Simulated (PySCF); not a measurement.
Crystal: BNH4, in a box.

```xyz
6
Lattice="11.0000 0.0000 0.0000 0.0000 12.0000 0.0000 0.0000 0.0000 11.0000" Properties=species:S:1:pos:R:3 pbc="T T T"
B     5.4248    5.3686    5.5492
N     5.6991    6.7256    5.5856
H     5.7788    4.6801    6.4623
H     4.8410    4.9195    4.6056
H     5.4314    7.3618    4.8540
H     6.1850    7.1696    6.3462
```

Base run:

* Program: PySCF 2.14.0
* Functional: SOGGA11
* Potentials or basis: pob-tzvp-rev2 (all-electron)
* k mesh: 1 × 1 × 1
* Occupations: fixed
* Spin: no spin polarisation

Its results: gap between the frontier levels 7.41 eV.

Question: The run is repeated on the same cell with these changes: functional from SOGGA11 to AM05. What comes out?

Answer: Gap between the frontier levels 7.28 eV.

Caveats: this is a molecule in a periodic box at the Γ point, so its band gap is the HOMO-LUMO gap; the basis of atomic orbitals isn't converged, which shifts pressures, moduli and gaps; this basis is made for solids and lacks diffuse functions, so gaps of a molecule come out too wide by an eV or more.

A k mesh can miss the band edges.

Not every run made on this cell is shown here.
